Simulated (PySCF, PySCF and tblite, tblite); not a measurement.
# C6H15FN2Si: conformers and averaged spectra, part 2 of 3

PySCF and tblite. Atoms count from 0. Earlier steps stand in the parts before.

## 6. GFN2-xTB relaxation, conformer 5

Job settings and geometry (Å):

```
{"job": {"xc": "GFN2-xTB", "basis": "xTB", "kind": "relax"}, "charge": 0, "multiplicity": 1}
C      2.990900     0.421300    -0.667200
C      2.101800    -0.679300    -0.096600
N      0.682600    -0.485600    -0.327800
C     -0.047800    -1.759400    -0.168900
C     -1.558700    -1.448800    -0.226000
N     -1.733600    -0.057200     0.228600
C     -2.815700     0.069200     1.183900
Si    -0.256800     0.829100     0.297600
C     -0.227500     2.351800    -0.680300
F      0.131600     1.041000     1.825300
H      4.036100     0.157900    -0.555700
H      2.781600     0.563300    -1.732500
H      2.822000     1.379000    -0.142300
H      2.313600    -0.790300     0.984100
H      2.427400    -1.610100    -0.561000
H      0.177400    -2.207000     0.832700
H      0.227700    -2.482800    -0.937600
H     -2.120100    -2.184600     0.360400
H     -1.906000    -1.512800    -1.265900
H     -3.726900    -0.395400     0.807900
H     -3.062800     1.124300     1.384200
H     -2.569000    -0.402700     2.147100
H      0.758300     2.840400    -0.648500
H     -0.957300     3.082200    -0.303200
H     -0.479800     2.180600    -1.729300
```

What it wrote:

```text
step      E/eV     max force
  0    -895.15953    2.611
  1    -895.33491    0.767
  2    -895.36626    0.288
  3    -895.37894    0.244
  4    -895.38617    0.238
  5    -895.39453    0.183
  6    -895.40070    0.156
  7    -895.40654    0.158
  8    -895.41282    0.180
  9    -895.42045    0.200
 10    -895.42801    0.173
 11    -895.43420    0.191
 12    -895.43944    0.194
 13    -895.44518    0.177
 14    -895.45102    0.209
 15    -895.45526    0.148
 16    -895.45772    0.110
 17    -895.45948    0.100
 18    -895.46148    0.126
 19    -895.46401    0.125
 20    -895.46681    0.126
 21    -895.46968    0.134
 22    -895.47274    0.134
 23    -895.47610    0.177
 24    -895.47935    0.164
 25    -895.48201    0.111
 26    -895.48425    0.107
 27    -895.48713    0.151
 28    -895.49173    0.204
 29    -895.49828    0.219
 30    -895.50567    0.176
 31    -895.51253    0.170
 32    -895.51938    0.180
 33    -895.51512    0.398
 34    -895.52839    0.164
 35    -895.53161    0.119
 36    -895.53979    0.124
 37    -895.54256    0.128
 38    -895.55032    0.180
 39    -895.55433    0.139
 40    -895.55914    0.179
 41    -895.56371    0.171
 42    -895.56754    0.169
 43    -895.57205    0.148
 44    -895.57569    0.127
 45    -895.57965    0.142
 46    -895.58301    0.145
 47    -895.58640    0.107
 48    -895.58847    0.106
 49    -895.58973    0.148
 50    -895.59148    0.113
 51    -895.59381    0.074
 52    -895.59600    0.102
 53    -895.59770    0.087
 54    -895.59939    0.077
 55    -895.60087    0.074
 56    -895.60225    0.062
 57    -895.60349    0.066
 58    -895.60470    0.076
 59    -895.60586    0.073
 60    -895.60701    0.079
 61    -895.60828    0.078
 62    -895.60966    0.067
 63    -895.61096    0.060
 64    -895.61198    0.060
 65    -895.61273    0.051
 66    -895.61337    0.041
 67    -895.61389    0.033
 68    -895.61389    0.033
 69    -895.61405    0.028
 70    -895.61438    0.024
 71    -895.61446    0.025
 72    -895.61466    0.030
 73    -895.61478    0.026
 74    -895.61492    0.022
 75    -895.61501    0.019
 76    -895.61510    0.022
 77    -895.61519    0.025
 78    -895.61531    0.026
 79    -895.61544    0.027
 80    -895.61560    0.029
 81    -895.61577    0.030
 82    -895.61596    0.029
 83    -895.61614    0.028
 84    -895.61628    0.023
 85    -895.61642    0.023
 86    -895.61656    0.028
 87    -895.61669    0.026
 88    -895.61681    0.021
 89    -895.61690    0.019
 90    -895.61700    0.023
 91    -895.61710    0.026
 92    -895.61721    0.023
 93    -895.61730    0.020
 94    -895.61740    0.025
 95    -895.61750    0.034
 96    -895.61762    0.033
 97    -895.61774    0.023
 98    -895.61784    0.021
 99    -895.61793    0.025
100    -895.61804    0.034
101    -895.61815    0.030
102    -895.61826    0.022
103    -895.61834    0.020
104    -895.61841    0.022
105    -895.61848    0.023
106    -895.61854    0.016
107    -895.61859    0.014
108    -895.61863    0.013
109    -895.61868    0.020
110    -895.61874    0.020
111    -895.61880    0.016
112    -895.61887    0.016
113    -895.61893    0.018
114    -895.61900    0.019
115    -895.61908    0.018
116    -895.61914    0.017
117    -895.61920    0.015
118    -895.61927    0.019
119    -895.61935    0.023
120    -895.61944    0.021
121    -895.61951    0.018
122    -895.61956    0.019
123    -895.61961    0.016
124    -895.61965    0.014
125    -895.61969    0.012
126    -895.61971    0.007
127    -895.61972    0.008
128    -895.61973    0.007
129    -895.61974    0.007
130    -895.61975    0.005
131    -895.61975    0.004
```

Wall time 4.8 s (1 thread of AMD EPYC, shared host).

Relaxing gained 0.460 eV and moved the atoms by 0.47 Å on average (rms).

## 7. Shieldings, conformer 1: PBE0/6-31G*

Job settings and geometry (Å):

```
{"job": {"xc": "PBE0", "basis": "6-31G*", "kind": "nmr", "pop": true}, "charge": 0, "multiplicity": 1}
C      2.879584    -0.917318    -0.694349
C      2.029593    -0.770636     0.568328
N      0.799694    -0.054987     0.357797
C      0.882004     1.381784     0.195034
C     -0.553679     1.899728     0.133692
N     -1.343324     0.877754    -0.518290
C     -2.733122     1.191348    -0.696045
Si    -0.652847    -0.676331    -0.301131
C     -1.468947    -2.010682     0.760467
F     -0.550346    -1.350268    -1.788171
H      3.753425    -1.530418    -0.488820
H      2.290501    -1.388262    -1.476841
H      3.214105     0.054587    -1.048039
H      2.608058    -0.255755     1.345449
H      1.767584    -1.764212     0.939397
H      1.409609     1.645215    -0.730793
H      1.425709     1.821353     1.038069
H     -0.611022     2.833472    -0.435565
H     -0.934645     2.094678     1.147554
H     -3.221542     0.361472    -1.199516
H     -2.837531     2.088299    -1.313251
H     -3.240179     1.373235     0.260682
H     -1.579534    -1.709812     1.796429
H     -0.889389    -2.927341     0.736899
H     -2.454694    -2.242759     0.371294
```

What it wrote:

```text
coarse grid: 20656 points
cycle   1  E = -735.9400415809  dE =  1.180e+00  |g| = 7.206e-01  |ddm| = 4.424e+00
cycle   2  E = -735.8906464733  dE =  4.940e-02  |g| = 9.183e-01  |ddm| = 1.490e+00
cycle   3  E = -736.0494673755  dE = -1.588e-01  |g| = 9.234e-02  |ddm| = 8.296e-01
cycle   4  E = -736.0509832987  dE = -1.516e-03  |g| = 3.154e-02  |ddm| = 9.563e-02
cycle   5  E = -736.0512014559  dE = -2.182e-04  |g| = 6.221e-03  |ddm| = 2.949e-02
cycle   6  E = -736.0512075597  dE = -6.104e-06  |g| = 3.064e-03  |ddm| = 7.807e-03
final grid: 193344 points
cycle   7  E = -735.9695736337  dE = -3.422e-05  |g| = 1.225e-02  |ddm| = 2.922e-02
cycle   8  E = -735.9695500628  dE =  2.357e-05  |g| = 1.612e-02  |ddm| = 2.964e-02
cycle   9  E = -735.9696111004  dE = -6.104e-05  |g| = 1.849e-03  |ddm| = 1.689e-02
cycle  10  E = -735.9696117976  dE = -6.973e-07  |g| = 1.592e-04  |ddm| = 1.462e-03
cycle  11  E = -735.9696118023  dE = -4.625e-09  |g| = 5.937e-05  |ddm| = 1.837e-04
cycle  12  E = -735.9696118028  dE = -5.759e-10  |g| = 2.776e-05  |ddm| = 7.052e-05
converged SCF energy = -735.9696118028

GIAO shielding tensors (ppm)
atom      isotropic    diamagn.    paramagn.     s11        s22        s33       span
  0 C      179.507     249.118     -69.611    157.578    186.264    194.677     37.099
  1 C      153.499     241.388     -87.889    129.914    150.921    179.662     49.748
  2 N      216.522     323.828    -107.307    186.103    201.016    262.446     76.342
  3 C      149.210     245.198     -95.988    124.831    148.857    173.944     49.113
  4 C      145.702     244.755     -99.053    124.473    139.816    172.818     48.344
  5 N      230.970     323.763     -92.793    199.450    226.839    266.621     67.171
  6 C      161.512     243.989     -82.477    138.422    152.114    193.999     55.577
  7 Si     420.542     883.729    -463.188    396.995    424.643    439.987     42.992
  8 C      200.691     253.165     -52.475    188.481    203.312    210.279     21.798
  9 F      315.120     472.606    -157.486    274.145    284.295    386.920    112.774
 10 H       31.635      29.527       2.108     27.435     28.602     38.867     11.433
 11 H       31.294      30.158       1.136     26.393     31.985     35.503      9.109
 12 H       30.788      30.501       0.287     26.131     30.530     35.703      9.572
 13 H       29.578      30.699      -1.121     24.237     29.366     35.131     10.894
 14 H       29.132      31.327      -2.196     23.187     30.045     34.163     10.976
 15 H       28.583      31.928      -3.346     22.993     28.331     34.424     11.431
 16 H       29.816      31.264      -1.448     25.776     28.105     35.567      9.791
 17 H       29.593      30.889      -1.296     25.597     27.795     35.387      9.790
 18 H       29.265      31.311      -2.046     25.253     27.157     35.384     10.131
 19 H       29.495      29.258       0.237     24.281     28.245     35.959     11.678
 20 H       29.962      28.903       1.058     25.075     27.607     37.202     12.127
 21 H       29.913      29.007       0.905     25.088     27.829     36.821     11.733
 22 H       32.693      31.800       0.893     28.087     30.406     39.586     11.499
 23 H       32.114      30.998       1.117     27.237     30.351     38.755     11.518
 24 H       32.334      30.211       2.123     27.625     30.116     39.261     11.636
```

It took 93 s on 1 thread of AMD EPYC, shared host; peak memory 0.97 GiB.

This run: HOMO -5.77 eV, LUMO 1.99 eV; dipole 1.86 D.

## 8. Shieldings, conformer 2: PBE0/6-31G*

Job settings and geometry (Å):

```
{"job": {"xc": "PBE0", "basis": "6-31G*", "kind": "nmr", "pop": false}, "charge": 0, "multiplicity": 1}
C     -2.949307     0.006244    -0.174523
C     -1.910614     0.437664    -1.211130
N     -0.560178     0.075993    -0.875650
C     -0.200194    -1.322568    -0.973793
C      1.301851    -1.410358    -0.709596
N      1.623250    -0.368427     0.241414
C      2.988321    -0.328643     0.682934
Si     0.501667     0.923405     0.167284
C     -0.014769     1.579305     1.864985
F      0.984434     2.257641    -0.645203
H     -2.973191    -1.076604    -0.082706
H     -2.704486     0.432779     0.794676
H     -3.937097     0.348538    -0.471882
H     -1.935654     1.524303    -1.316736
H     -2.160280    -0.006192    -2.182657
H     -0.448194    -1.698910    -1.971415
H     -0.742373    -1.926798    -0.233925
H      1.863553    -1.265052    -1.643631
H      1.573821    -2.388352    -0.297827
H      3.110237     0.487110     1.390239
H      3.681947    -0.172579    -0.152660
H      3.253070    -1.269244     1.176257
H      0.825455     2.049618     2.365026
H     -0.396342     0.800642     2.516574
H     -0.785861     2.334631     1.753081
```

What it wrote:

```text
coarse grid: 20656 points
cycle   1  E = -735.9390180327  dE =  1.182e+00  |g| = 7.202e-01  |ddm| = 4.425e+00
cycle   2  E = -735.8901580110  dE =  4.886e-02  |g| = 9.171e-01  |ddm| = 1.485e+00
cycle   3  E = -736.0483681969  dE = -1.582e-01  |g| = 9.168e-02  |ddm| = 8.250e-01
cycle   4  E = -736.0498503955  dE = -1.482e-03  |g| = 3.160e-02  |ddm| = 9.456e-02
cycle   5  E = -736.0500691840  dE = -2.188e-04  |g| = 6.288e-03  |ddm| = 3.003e-02
cycle   6  E = -736.0500756261  dE = -6.442e-06  |g| = 3.005e-03  |ddm| = 7.802e-03
final grid: 193344 points
cycle   7  E = -735.9692917047  dE = -3.709e-05  |g| = 1.221e-02  |ddm| = 2.891e-02
cycle   8  E = -735.9692691452  dE =  2.256e-05  |g| = 1.598e-02  |ddm| = 2.900e-02
cycle   9  E = -735.9693289431  dE = -5.980e-05  |g| = 1.821e-03  |ddm| = 1.645e-02
cycle  10  E = -735.9693296192  dE = -6.761e-07  |g| = 1.716e-04  |ddm| = 1.454e-03
cycle  11  E = -735.9693296247  dE = -5.523e-09  |g| = 6.204e-05  |ddm| = 2.088e-04
cycle  12  E = -735.9693296253  dE = -6.648e-10  |g| = 2.696e-05  |ddm| = 7.503e-05
converged SCF energy = -735.9693296253

GIAO shielding tensors (ppm)
atom      isotropic    diamagn.    paramagn.     s11        s22        s33       span
  0 C      180.084     249.529     -69.445    158.619    187.465    194.169     35.550
  1 C      154.036     240.533     -86.497    130.086    151.711    180.313     50.227
  2 N      219.417     323.277    -103.860    193.582    198.893    265.776     72.194
  3 C      149.263     245.556     -96.293    124.420    149.445    173.925     49.504
  4 C      146.515     244.122     -97.607    126.344    139.792    173.409     47.065
  5 N      229.904     324.445     -94.541    206.227    216.676    266.808     60.582
  6 C      161.889     243.665     -81.776    139.005    152.597    194.064     55.060
  7 Si     422.613     883.280    -460.667    400.597    426.473    440.768     40.171
  8 C      198.907     253.524     -54.618    188.263    201.599    206.859     18.596
  9 F      319.439     471.502    -152.063    278.575    283.883    395.858    117.283
 10 H       30.827      30.868      -0.041     26.368     30.635     35.477      9.109
 11 H       31.694      31.281       0.413     26.696     32.215     36.171      9.475
 12 H       31.635      29.807       1.828     27.418     28.617     38.870     11.452
 13 H       29.019      30.438      -1.419     23.534     29.092     34.430     10.896
 14 H       29.577      30.180      -0.603     23.937     29.362     35.433     11.496
 15 H       29.745      31.103      -1.359     25.523     28.078     35.633     10.110
 16 H       28.759      32.349      -3.590     23.335     28.524     34.418     11.083
 17 H       29.059      30.640      -1.581     24.728     27.007     35.443     10.714
 18 H       29.732      30.891      -1.159     25.869     27.965     35.363      9.494
 19 H       29.594      29.396       0.198     24.064     28.832     35.887     11.823
 20 H       29.813      28.468       1.345     24.957     27.398     37.086     12.129
 21 H       30.016      29.045       0.971     25.286     27.617     37.144     11.859
 22 H       32.078      30.368       1.710     27.199     29.987     39.047     11.849
 23 H       32.589      32.351       0.238     28.516     30.346     38.906     10.390
 24 H       32.314      31.023       1.290     27.881     30.237     38.822     10.941
```

It took 79 s on 1 thread of AMD EPYC, shared host; peak memory 0.89 GiB.

This run: HOMO -5.76 eV, LUMO 1.95 eV; dipole 1.88 D.

## 9. Shieldings, conformer 3: PBE0/6-31G*

Job settings and geometry (Å):

```
{"job": {"xc": "PBE0", "basis": "6-31G*", "kind": "nmr", "pop": false}, "charge": 0, "multiplicity": 1}
C     -2.781279     0.140062     1.160255
C     -2.187081     0.636736    -0.158898
N     -0.866857     0.121853    -0.400365
C     -0.754070    -1.202952    -0.969972
C      0.716431    -1.617608    -0.886682
N      1.512005    -0.410453    -0.888105
C      2.932277    -0.610211    -0.835792
Si     0.632655     0.924554    -0.270748
C      1.028138     1.689557     1.415968
F      0.812977     2.159183    -1.322183
H     -3.764390     0.576555     1.316342
H     -2.880514    -0.942421     1.153721
H     -2.132942     0.423231     1.985258
H     -2.123513     1.726426    -0.137115
H     -2.845928     0.352760    -0.989150
H     -1.086054    -1.184822    -2.017663
H     -1.384541    -1.914260    -0.427201
H      0.995208    -2.244361    -1.740553
H      0.899577    -2.197474     0.031219
H      3.241722    -1.143557     0.073070
H      3.425963     0.357424    -0.859739
H      3.259340    -1.193698    -1.701252
H      0.975582     0.968591     2.225105
H      0.337178     2.495497     1.641240
H      2.027182     2.113531     1.411295
```

What it wrote:

```text
coarse grid: 20656 points
cycle   1  E = -735.9375019507  dE =  1.181e+00  |g| = 7.228e-01  |ddm| = 4.426e+00
cycle   2  E = -735.8872364407  dE =  5.027e-02  |g| = 9.218e-01  |ddm| = 1.491e+00
cycle   3  E = -736.0477017994  dE = -1.605e-01  |g| = 9.086e-02  |ddm| = 8.300e-01
cycle   4  E = -736.0491637656  dE = -1.462e-03  |g| = 3.144e-02  |ddm| = 9.338e-02
cycle   5  E = -736.0493836552  dE = -2.199e-04  |g| = 5.713e-03  |ddm| = 2.936e-02
cycle   6  E = -736.0493889200  dE = -5.265e-06  |g| = 2.811e-03  |ddm| = 7.151e-03
final grid: 193344 points
cycle   7  E = -735.9678843630  dE = -3.775e-05  |g| = 1.181e-02  |ddm| = 2.833e-02
cycle   8  E = -735.9678644471  dE =  1.992e-05  |g| = 1.529e-02  |ddm| = 2.821e-02
cycle   9  E = -735.9679195568  dE = -5.511e-05  |g| = 1.755e-03  |ddm| = 1.584e-02
cycle  10  E = -735.9679201789  dE = -6.221e-07  |g| = 1.616e-04  |ddm| = 1.402e-03
cycle  11  E = -735.9679201839  dE = -4.982e-09  |g| = 5.377e-05  |ddm| = 1.833e-04
cycle  12  E = -735.9679201844  dE = -5.377e-10  |g| = 2.365e-05  |ddm| = 6.919e-05
converged SCF energy = -735.9679201844

GIAO shielding tensors (ppm)
atom      isotropic    diamagn.    paramagn.     s11        s22        s33       span
  0 C      179.359     248.837     -69.477    157.625    185.728    194.726     37.101
  1 C      155.357     240.792     -85.435    131.241    153.649    181.181     49.940
  2 N      222.506     324.521    -102.016    195.925    198.133    273.459     77.533
  3 C      150.961     244.171     -93.211    128.410    148.987    175.486     47.076
  4 C      146.064     245.077     -99.013    124.491    139.875    173.826     49.335
  5 N      233.436     323.609     -90.173    202.397    226.184    271.726     69.329
  6 C      161.672     244.087     -82.415    138.435    152.478    194.102     55.666
  7 Si     423.558     883.224    -459.665    404.251    427.086    439.338     35.088
  8 C      199.160     253.487     -54.327    188.579    202.657    206.244     17.664
  9 F      318.688     471.176    -152.488    275.201    281.410    399.453    124.252
 10 H       31.670      29.694       1.977     27.384     28.531     39.096     11.712
 11 H       31.020      30.745       0.275     26.630     30.721     35.709      9.079
 12 H       31.604      31.001       0.602     26.981     31.817     36.014      9.033
 13 H       29.152      30.677      -1.525     23.265     29.830     34.360     11.095
 14 H       29.650      29.990      -0.341     24.265     29.230     35.454     11.189
 15 H       29.040      30.710      -1.670     24.182     27.067     35.871     11.689
 16 H       29.340      31.542      -2.202     24.587     29.163     34.271      9.683
 17 H       29.504      30.846      -1.342     25.390     27.804     35.320      9.930
 18 H       29.286      31.729      -2.443     25.378     27.477     35.003      9.626
 19 H       29.954      29.224       0.730     25.071     28.038     36.753     11.683
 20 H       29.512      29.118       0.394     24.319     28.190     36.026     11.707
 21 H       30.001      28.788       1.212     25.119     27.574     37.309     12.190
 22 H       32.625      32.547       0.078     28.502     30.502     38.872     10.370
 23 H       32.135      31.172       0.962     27.711     30.163     38.530     10.819
 24 H       32.280      30.254       2.026     27.431     29.960     39.450     12.019
```

Run time: 84 s. Hardware: 1 thread of AMD EPYC, shared host; peak memory 0.87 GiB.

In short: HOMO -5.69 eV, LUMO 1.95 eV; dipole 2.13 D.

[end of part 2 of 3]
